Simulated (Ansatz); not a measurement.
## C₂H₂Te, SMILES C#C[TeH]: a rigid scan of one bond angle, step by step

Computed with Ansatz 0.2.0 through its Python package.

Typed at the interpreter:
```pycon
>>> import ansatz as az
>>> from ase import Atoms
>>> atoms = Atoms(["C", "C", "Te", "H", "H"], positions=[
...     (-0.7289, -1.1433, 0.4016),
...     (0.1143, -0.3466, 0.1033),
...     (1.638, 0.9674, -0.4053),
...     (-1.4895, -1.7502, 0.6369),
...     (0.5159, 2.199, -0.7778),
... ])
>>> # relax first, so that the scan starts from a minimum
>>> first = (
...     az.Crystal.molecule_from_ase(atoms).calculation()
...     .basis(gaussian="def2-SVP")
...     .functional("r2scan0")
...     .relax(force_tolerance=0.02, max_steps=80)
... )
>>> atoms.positions = first.run().report["positions_ang"]
>>> rows = []
>>> for angle in [90, 100, 110, 120, 135, 150, 165, 179]:
...     bent = atoms.copy()
...     bent.set_angle(1, 2, 4, angle, indices=[4])
...     base = (
...         az.Crystal.molecule_from_ase(bent).calculation()
...         .basis(gaussian="def2-SVP")
...         .functional("r2scan0")
...     )
...     rows.append((angle, base.run().report["free_energy_ev"]))
...
>>> floor = min(e for _, e in rows)
>>> for angle, e in rows:
...     print(f"angle C1-Te2-H4 = {angle:3d} deg   {1000 * (e - floor):9.1f} meV")
...
angle C1-Te2-H4 =  90 deg         0.0 meV
angle C1-Te2-H4 = 100 deg        27.1 meV
angle C1-Te2-H4 = 110 deg       200.3 meV
angle C1-Te2-H4 = 120 deg       507.6 meV
angle C1-Te2-H4 = 135 deg      1197.9 meV
angle C1-Te2-H4 = 150 deg      2136.2 meV
angle C1-Te2-H4 = 165 deg      3278.7 meV
angle C1-Te2-H4 = 179 deg      4225.6 meV
```

Caveats:
- The scan is rigid, and the energies are electronic, in a modest basis. The zero is the lowest point of the grid, which needn't be the minimum.
- def2 sets replace the cores of elements past krypton by effective core potentials.
- Timing: 52 s on 1 thread of Arm Neoverse V1 (shared host), peak memory 0.22 GiB.
